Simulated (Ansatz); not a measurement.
Working through harmonic frequencies at the relaxed geometry of BH5O2SSi, SMILES OB(O)S[SiH3]

With the Ansatz DFT code, driven from Python.

The cells in order, each with its output:

```python
import itertools

import ansatz as az
from ase.data import atomic_numbers, covalent_radii
import numpy as np
```

```python
BASIS = "def2-SVP"
FUNCTIONAL = "pbe0"
DISPERSION = "d3bj"
```

```python
mol = (
    az.Crystal.molecule()
    .atom("O", (-1.7018, -0.2959, -1.3773))
    .atom("B", (-0.3358, 0.0886, -1.3263))
    .atom("O", (0.6185, -0.7382, -2.0283))
    .atom("S", (0.2979, 1.6422, -0.3983))
    .atom("Si", (0.484, 0.5418, 1.425))
    .atom("H", (-1.9011, -0.8239, -0.6083))
    .atom("H", (0.9503, -1.4123, -1.3386))
    .atom("H", (0.9812, 1.4886, 2.4842))
    .atom("H", (-0.7951, -0.031, 1.8918))
    .atom("H", (1.485, -0.511, 1.279))
)
```

```python
calc = mol.calculation().basis(gaussian=BASIS).functional(FUNCTIONAL, dispersion=DISPERSION)
symbols = [site.symbol for site in mol.cartesian_sites]
start = np.array([site.position_ang for site in mol.cartesian_sites], dtype=float)
report = calc.relax(force_tolerance=0.003).run(threads=1, backend="cpu").report
end = np.array(report["positions_ang"])
```

```python
# pairs closer than 1.2 times the sum of covalent radii, before or after
radius = [covalent_radii[atomic_numbers[s]] for s in symbols]
span = lambda where, i, j: np.linalg.norm(where[i] - where[j])
bonded = [(i, j) for i, j in itertools.combinations(range(len(symbols)), 2) if min(span(start, i, j), span(end, i, j)) < 1.2 * (radius[i] + radius[j])]
print("pair        before    after (A)")
for i, j in bonded:
    print(f"{symbols[i]}{i}-{symbols[j]}{j}".ljust(10), f"{span(start, i, j):8.4f} {span(end, i, j):8.4f}")
for first, second in list(itertools.combinations(bonded, 2)):
    shared = set(first) & set(second)
    if shared and symbols[(j := shared.pop())] != "H":
        i, k = sorted((set(first) | set(second)) - {j})
        u, v = end[i] - end[j], end[k] - end[j]
        angle = np.degrees(np.arccos(np.clip(u @ v / np.linalg.norm(u) / np.linalg.norm(v), -1, 1)))
        print(f"final angle {symbols[i]}{i}-{symbols[j]}{j}-{symbols[k]}{k}: {angle:.2f} deg")

# same settings at the minimum
minimum = az.Crystal.molecule()
for symbol, place in zip(symbols, end):
    minimum = minimum.atom(symbol, place.tolist())
vibrating = minimum.calculation()
vibrating = vibrating.basis(gaussian=BASIS)
vibrating = vibrating.functional(FUNCTIONAL, dispersion=DISPERSION)
vibrating = vibrating.phonons(temperatures=(200, 600, 100))
vib = vibrating.run(threads=1, backend="cpu").report["vibrations"]
sums = vib["harmonic_sums"]
modes = [m["omega_inv_cm"] for m in sums["modes_at_gamma"] if m["rigid_motion"] == "no"]
print("frequencies (1/cm):", " ".join(f"{w:.0f}" for w in modes))
print("imaginary modes:", sum(w < 0 for w in modes), " zero-point energy:", round(sums["zero_point_energy_ev"], 4), "eV")
print("T (K)   F_vib (eV)   S_vib (meV/K)   C_vib (meV/K)")
for row in zip(sums["temperatures_k"], sums["vibrational_free_energy_ev"], vib["entropy_ev_per_k"], vib["heat_capacity_ev_per_k"]):
    print(f"{row[0]:6.1f} {row[1]:11.4f} {1000 * row[2]:13.4f} {1000 * row[3]:15.4f}")
```

    pair        before    after (A)
    O0-B1        1.4200   1.3525
    O0-H5        0.9539   0.9620
    B1-O2        1.4447   1.3522
    B1-S3        1.9174   1.8635
    O2-H6        1.0199   0.9611
    S3-Si4       2.1377   2.1406
    Si4-H7       1.5052   1.4879
    Si4-H8       1.4772   1.5004
    Si4-H9       1.4600   1.4911
    final angle B1-O0-H5: 114.98 deg
    final angle O0-B1-O2: 117.55 deg
    final angle O0-B1-S3: 124.12 deg
    final angle O2-B1-S3: 118.33 deg
    final angle B1-O2-H6: 113.36 deg
    final angle B1-S3-Si4: 100.77 deg
    final angle S3-Si4-H7: 107.52 deg
    final angle S3-Si4-H8: 109.82 deg
    final angle S3-Si4-H9: 112.15 deg
    final angle H7-Si4-H8: 109.07 deg
    final angle H7-Si4-H9: 110.36 deg
    final angle H8-Si4-H9: 107.88 deg
    frequencies (1/cm): 53 115 169 321 401 478 532 547 578 615 633 671 929 936 953 993 1004 1266 1504 2192 2248 2272 3904 3938
    imaginary modes: 0  zero-point energy: 1.6893 eV
    T (K)   F_vib (eV)   S_vib (meV/K)   C_vib (meV/K)
     200.0      1.6486        0.4556          0.5366
     300.0      1.5894        0.7287          0.8201
     400.0      1.5030        0.9960          1.0379
     500.0      1.3908        1.2460          1.2006
     600.0      1.2545        1.4763          1.3250

```python
# all hydrogen replaced by deuterium
heavier = vibrating.phonons(masses={"H": 2.014102}).run(threads=1, backend="cpu").report["vibrations"]["harmonic_sums"]
print("deuterated (1/cm):", " ".join(f"{m['omega_inv_cm']:.0f}" for m in heavier["modes_at_gamma"] if m["rigid_motion"] == "no"))
print("zero-point energy falls by", round(sums["zero_point_energy_ev"] - heavier["zero_point_energy_ev"], 4), "eV")
```

    deuterated (1/cm): 49 96 141 297 357 376 398 466 472 526 583 624 670 681 692 770 777 1243 1488 1572 1614 1640 2843 2867
    zero-point energy falls by 0.3725 eV

The frequencies are harmonic and unscaled, in a modest basis. The whole script took 8.5 min on 1 thread of Arm Neoverse V1, on a shared host, peak memory 0.3 GiB.
